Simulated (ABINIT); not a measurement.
Runs of ABINIT 10.8.3 (patched build) on CsLiCr2Te2S3. The structure is trigonal, space group R32 (No. 155). The conventional cell has a = 6.639 Å, b = 6.639 Å, c = 20.639 Å, α = 90.00°, β = 90.00°, γ = 120.00°. Cs (site symmetry 32) is surrounded by 6 Te at 3.84 Å and 6 S at 4.04 Å and 2 Cr at 4.16 Å. Li (site symmetry 32) is surrounded by 3 S at 2.41 Å. Cr (site symmetry 3) is surrounded by 3 S at 2.24 Å and 1 Te at 2.45 Å. Around Te (site symmetry 3) lie 1 Cr at 2.45 Å. S (site symmetry 2) is surrounded by 2 Cr at 2.24 Å and 1 Li at 2.41 Å. The cell was built by a generator and needn't be a form met in nature.

```csv
task,level,potentials or basis,spin,U,k mesh,cutoff (eV),fine-grid cutoff,most SCF steps,double counting (usepawu),mesh quality,gap on the mesh (eV),pressure (GPa),moment (μB),largest force (eV/Å)
band structure,LDA,JTH PAW PBE v2.0,"collinear, ferromagnetic start",-,4 × 4 × 4,707,1306.15 eV,-,-,not flagged,none,(a),4.00,0.37
single point,PBE,JTH PAW PBE v2.0,"collinear, ferromagnetic start",-,5 × 5 × 5,626,1224.51 eV,-,-,not flagged,none,0.0,4.00,0.08
single point,PBE,PseudoDojo NC SR PBE v0.4.1 standard,"collinear, ferromagnetic start",-,3 × 3 × 3,1279,-,-,-,coarse,none,0.3,4.01,0.14
single point,PBE,"Ansatz PAW PBE generated set soft_1, frozen core","non-collinear, ferromagnetic start",-,2 × 2 × 2,419,838.111 eV,80,-,coarse,none,(b),4.01,0.13
single point,PBE,JTH PAW PBE v2.0,"collinear, ferromagnetic start",-,3 × 3 × 3,626,1224.51 eV,-,-,coarse,none,0.0,4.01,0.08
single point,PBE+U,JTH PAW PBE v2.0,"collinear, ferromagnetic start",Cr d U = 0 eV,4 × 4 × 4,626,1224.51 eV,-,1,not flagged,none,0.0,4.00,0.07
```

Alike in all rows: cell as given; smearing fermi-dirac 0.05 eV.

Q: Estimate the missing entries.

A: (a) -3.7; (b) 0.1.

Caveats: some runs use coarse meshes; the PAW data sets were made with another functional, which shifts forces and pressure a little (some runs); the atomic spheres overlap (some runs).

A k mesh can miss the band edges, and the runs leave out spin-orbit coupling on Cs, Te.

A gap of «none» marks a metal or a gap under the smearing width.

Not every run made on this cell is shown here.
